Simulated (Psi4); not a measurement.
# One shape, several levels: SbH3 (stibine)

Aim: a comparison of 3 runs (HF/STO-3G, HF/3-21G, TPSSh/def2-TZVPP) of SbH3 (stibine). 

The calculation is run with Psi4 1.11.

## (1) The molecule

SbH3: 4 atoms, total charge 0, spin state singlet. SMILES: `[SbH3]`. The Sb1–H3 distance was set to 2.561 Å, away from the relaxed value. At this shape a bond of the SMILES string is far longer than usual.

Bond lengths: Sb1–H2 1.707 Å, Sb1–H4 1.707 Å. Angles: H2–Sb1–H4 91.4°.

## (2) Energy and gradient at HF/STO-3G (run 1)

Contents of job.inp:

```
memory 2200 mb

molecule molecule1 {
  Sb     2.27525104     0.05197692    -1.32508163
  H      3.00770889     0.77385230     1.73325113
  H     -1.96361442    -1.86024640     0.01681856
  H      0.91975049     2.94647042    -1.76689960
  units bohr
  symmetry c1
}

set reference rhf
set puream true
set e_convergence 1e-09
set d_convergence 1e-08
set scf_type pk

gradient('scf/STO-3G')
```

The run is started by

```console
$ psi4 -i job.inp -o job.out -n 1
```

job.out:

```text
[...]
  Running in c1 symmetry.
[...]
  Nuclear repulsion =   42.706185795270116
[...]
  Multiplicity = 1
[...]
  Nalpha       = 27
  Nbeta        = 27
[...]
    Number of basis functions: 30
[...]
   @RHF iter   1: -6252.63146131505528   -2.71099e+00   1.42602e-02 ADIIS/DIIS
[...]
   @RHF iter   9: -6252.93118501879690   -3.63798e-12   5.56180e-09 DIIS
[...]
    Orbital Energies [Eh]
    ---------------------
    Doubly Occupied:
       1A   -1073.827345     2A   -161.233240     3A   -152.878901
       4A   -152.878725     5A   -152.878360     6A    -31.564481
       7A    -28.528455     8A    -28.528179     9A    -28.526295
      10A    -19.870619    11A    -19.870599    12A    -19.868932
      13A    -19.868364    14A    -19.868187    15A     -5.392160
      16A     -4.091588    17A     -4.091509    18A     -4.082960
      19A     -1.245328    20A     -1.244453    21A     -1.239292
      22A     -1.237216    23A     -1.234070    24A     -0.608146
      25A     -0.411894    26A     -0.299561    27A     -0.232937
[...]
  @RHF Final Energy: -6252.93118501879690
   => Energetics <=
    Nuclear Repulsion Energy =             42.7061857952701160
    One-Electron Energy =               -8720.0711529092550336
    Two-Electron Energy =                2424.4337820951882350
    Total Energy =                      -6252.9311850187968957
[...]
 Multipole Moments:
 ------------------------------------------------------------------------------------
     Multipole            Electronic (a.u.)      Nuclear  (a.u.)        Total (a.u.)
 ------------------------------------------------------------------------------------
 L = 1.  Multiply by 2.5417464519 to convert [e a0] to [Debye]
 Dipole X            :          2.8110069           -2.7268058            0.0842011
 Dipole Y            :         -0.6570866            0.9557716            0.2986850
 Dipole Z            :         -2.0849411            2.2200808            0.1351397
 Magnitude           :                                                    0.3384750
[...]
  -Total Gradient:
     Atom            X                  Y                   Z
    ------   -----------------  -----------------  -----------------
       1        0.100056279581     0.012999503906    -0.051633431606
       2        0.004250926792     0.006825574994     0.023066208647
       3       -0.093924232734    -0.041877098354     0.030041617629
       4       -0.010382973612     0.022052019450    -0.001474394688
[...]
```

Wall time 1.8 s (1 thread of Intel Xeon 6975P-C (Granite Rapids), shared host); peak memory 0.19 GiB.

## (3) Energy and gradient at HF/3-21G (run 2)

Contents of h3sb.inp:

```
memory 2200 mb

molecule {
  0 1
  Sb     2.27525104     0.05197692    -1.32508163
  H      3.00770889     0.77385230     1.73325113
  H     -1.96361442    -1.86024640     0.01681856
  H      0.91975049     2.94647042    -1.76689960
  units au
  symmetry c1
  no_reorient
  no_com
}

set {
  puream true
  e_convergence 1e-09
  d_convergence 1e-08
  scf_type pk
}

energy_value, wavefunction = gradient("hf/3-21G", return_wfn=True)
oeprop(wavefunction, "QUADRUPOLE", "DIPOLE", "WIBERG_LOWDIN_INDICES")
print_variables()
```

The run is started by

```console
$ psi4 h3sb.inp h3sb.out -n 1
```

h3sb.out:

```text
[...]
  Running in c1 symmetry.
[...]
  Nuclear repulsion =   42.706185795270116
[...]
  Multiplicity = 1
[...]
  Nalpha       = 27
  Nbeta        = 27
[...]
    Number of basis functions: 37
[...]
   @RHF iter   1: -6286.91953149015717   -2.78958e+00   1.60267e-02 ADIIS/DIIS
[...]
   @RHF iter  10: -6287.28395177675702    1.81899e-12   1.93062e-09 DIIS
[...]
    Orbital Energies [Eh]
    ---------------------
    Doubly Occupied:
       1A   -1078.967691     2A   -163.966566     3A   -152.812468
       4A   -152.812197     5A   -152.811904     6A    -33.575175
       7A    -28.809800     8A    -28.808784     9A    -28.807296
      10A    -20.716884    11A    -20.716660    12A    -20.715261
      13A    -20.714338    14A    -20.713866    15A     -6.116594
      16A     -4.422933    17A     -4.422481    18A     -4.417148
      19A     -1.755089    20A     -1.754870    21A     -1.749898
      22A     -1.748933    23A     -1.745733    24A     -0.721755
      25A     -0.477017    26A     -0.393607    27A     -0.336685
[...]
  @RHF Final Energy: -6287.28395177675702
   => Energetics <=
    Nuclear Repulsion Energy =             42.7061857952701160
    One-Electron Energy =               -8749.9570140925243322
    Two-Electron Energy =                2419.9668765204964984
    Total Energy =                      -6287.2839517767570214
[...]
  -Total Gradient:
     Atom            X                  Y                   Z
    ------   -----------------  -----------------  -----------------
       1        0.052480355451     0.028026211360    -0.013921901557
       2       -0.001566379244     0.000006499694    -0.004689470708
       3       -0.053209225683    -0.024019732505     0.016835708999
       4        0.002295246891    -0.004012978621     0.001775664787
[...]
 Multipole Moments:
 ------------------------------------------------------------------------------------
     Multipole            Electronic (a.u.)      Nuclear  (a.u.)        Total (a.u.)
 ------------------------------------------------------------------------------------
 L = 1.  Multiply by 2.5417464519 to convert [e a0] to [Debye]
 Dipole X            :       -117.4478364          118.0016480            0.5538116
 Dipole Y            :         -4.2101677            4.5108992            0.3007315
 Dipole Z            :         67.4522398          -67.5959930           -0.1437532
 Magnitude           :                                                    0.6463836
 L = 2.  Multiply by 1.3450342976 to convert [e a0^2] to [Debye ang]
 Quadrupole XX       :       -300.0676122          277.7631674          -22.3044449
 Quadrupole XY       :        -14.0216342           14.7216343            0.7000001
[...]
```

Wall time 1.5 s (1 thread of Intel Xeon 6975P-C (Granite Rapids), shared host); peak memory 0.19 GiB.

## (4) A single-point energy at TPSSh/def2-TZVPP (core potential) (run 3)

Contents of h3sb.xyz:

```xyz
4
H3Sb
Sb     1.204011     0.027505    -0.701203
H      1.591611     0.409505     0.917197
H     -1.039100    -0.984400     0.008900
H      0.486711     1.559205    -0.935003
```

Contents of job.py:

```python
import psi4

psi4.set_memory(2200000000)
psi4.set_num_threads(1)
psi4.core.set_output_file('h3sb.out', False)

with open('h3sb.xyz') as f:
    atoms = ''.join(f.readlines()[2:])
mol = psi4.geometry('0 1\n' + atoms + 'symmetry c1')

options = {'puream': True, 'e_convergence': 1e-09, 'd_convergence': 1e-08, 'scf_type': 'pk', 'dft_radial_points': 99, 'dft_spherical_points': 590}
psi4.set_options(options)

energy_value, wavefunction = psi4.energy("tpssh/def2-TZVPP", return_wfn=True)
psi4.oeprop(wavefunction, "QUADRUPOLE", "DIPOLE", "MULLIKEN_CHARGES", title="TPSSH")
print(f'total energy {energy_value:.8f} hartree = {energy_value * 27.211386:.5f} eV')
for k, v in sorted(psi4.core.scalar_variables().items()):
    print(f'{k:45s} {v:18.10f}')
```

The run is started by

```console
$ python job.py
```

h3sb.out:

```text
[...]
    !!!  WARNING: ECP capability is in beta. Please check occupations closely.  !!!
[...]
  Running in c1 symmetry.
[...]
  Nuclear repulsion =   19.565199530996559
[...]
  Multiplicity = 1
[...]
  Nalpha       = 13
  Nbeta        = 13
[...]
    Number of basis functions: 92
[...]
   @RKS iter   1:  -241.36465994604603   -1.14029e+00   9.88357e-03 ADIIS/DIIS
[...]
   @RKS iter  11:  -241.88707796697054   -4.01883e-11   7.20989e-09 DIIS
[...]
    Orbital Energies [Eh]
    ---------------------
    Doubly Occupied:
       1A     -5.656871     2A     -3.899507     3A     -3.895648
       4A     -3.891661     5A     -1.277957     6A     -1.277386
       7A     -1.273769     8A     -1.273049     9A     -1.270342
      10A     -0.557538    11A     -0.343285    12A     -0.291870
      13A     -0.253247
[...]
  @RKS Final Energy:  -241.88707796697054
   => Energetics <=
    Nuclear Repulsion Energy =             19.5651995309965585
    One-Electron Energy =                -460.1033569955618532
    Two-Electron Energy =                 216.9851457140438526
    DFT Exchange-Correlation Energy =     -18.3340662164490880
    Empirical Dispersion Energy =           0.0000000000000000
    VV10 Nonlocal Energy =                  0.0000000000000000
    Total Energy =                       -241.8870779669705371
[...]
 Multipole Moments:
 ------------------------------------------------------------------------------------
     Multipole            Electronic (a.u.)      Nuclear  (a.u.)        Total (a.u.)
 ------------------------------------------------------------------------------------
 L = 1.  Multiply by 2.5417464519 to convert [e a0] to [Debye]
 Dipole X            :          4.4607938           -3.8338959            0.6268979
 Dipole Y            :         -1.1305026            1.3438174            0.2133148
 Dipole Z            :         -3.3630484            3.1214392           -0.2416092
 Magnitude           :                                                    0.7048966
 L = 2.  Multiply by 1.3450342976 to convert [e a0^2] to [Debye ang]
 Quadrupole XX       :        -42.8699352           19.9980338          -22.8719014
 Quadrupole XY       :         -5.2218843            4.8314263           -0.3904580
[...]
  Mulliken Charges: (a.u.)
   Center  Symbol    Alpha    Beta     Spin     Total
       1    SB    11.35227 11.35227  0.00000  0.29546
       2     H     0.54210  0.54210  0.00000 -0.08420
       3     H     0.56353  0.56353  0.00000 -0.12706
       4     H     0.54210  0.54210  0.00000 -0.08420
   Total alpha = 13.00000, Total beta = 13.00000, Total charge =  0.00000
```

On the terminal:

```text
total energy -241.88707797 hartree = -6582.08265 eV
CURRENT ENERGY                                   -241.8870779670
CURRENT REFERENCE ENERGY                         -241.8870779670
DD SOLVATION ENERGY                                 0.0000000000
DFT FUNCTIONAL TOTAL ENERGY                      -241.8870779670
DFT TOTAL ENERGY                                 -241.8870779670
DFT VV10 ENERGY                                     0.0000000000
DFT XC ENERGY                                     -18.3340662164
GRID ELECTRONS ALPHA                               13.0000000493
GRID ELECTRONS BETA                                13.0000000493
GRID ELECTRONS TOTAL                               26.0000000986
NUCLEAR REPULSION ENERGY                           19.5651995310
ONE-ELECTRON ENERGY                              -460.1033569956
PCM POLARIZATION ENERGY                             0.0000000000
PE ENERGY                                           0.0000000000
SCF ITERATION ENERGY                             -241.8870779670
SCF ITERATIONS                                     11.0000000000
SCF TOTAL ENERGY                                 -241.8870779670
TWO-ELECTRON ENERGY                               216.9851457140
XC GRID RADIAL POINTS                              99.0000000000
XC GRID SPHERICAL POINTS                          590.0000000000
XC GRID TOTAL POINTS                           223704.0000000000
```

It took 16 s on 1 thread of Intel Xeon 6975P-C (Granite Rapids), shared host; peak memory 0.97 GiB.

## (5) Overview of the runs

```csv
run,level,task,core potential,energy (Eh),dipole moment (D),HOMO energy (eV),LUMO energy (eV),wall time
1,HF/STO-3G,gradient,none,-6252.931185,0.86,-6.34,4.19,1.8 s
2,HF/3-21G,gradient,none,-6287.283952,1.64,-9.16,0.57,1.5 s
3,TPSSh/def2-TZVPP (core potential),energy,def2,-241.887078,1.79,-6.89,-3.07,16 s
```

## (6) Results

```
            quantity          value
 run 3: total energy  -241.88708 Eh
run 3: dipole moment         1.79 D
  run 3: HOMO energy       -6.89 eV
  run 3: LUMO energy       -3.07 eV
run 3: HOMO–LUMO gap        3.82 eV
```

The dipole moment (its size) runs from 0.86 D (HF/STO-3G) to 1.79 D (TPSSh/def2-TZVPP). The two ends differ in method and basis and core potential. The HOMO–LUMO gap runs from 3.82 eV (TPSSh/def2-TZVPP) to 10.53 eV (HF/STO-3G). Some runs of one species differ in core potentials or relativity; totals across that change don't compare. In run 1 the basis is minimal, so the values are rough. In runs 1, 2 relativity is left out where basis or elements ask for it. All runs together took 19 s, the longest 16 s.
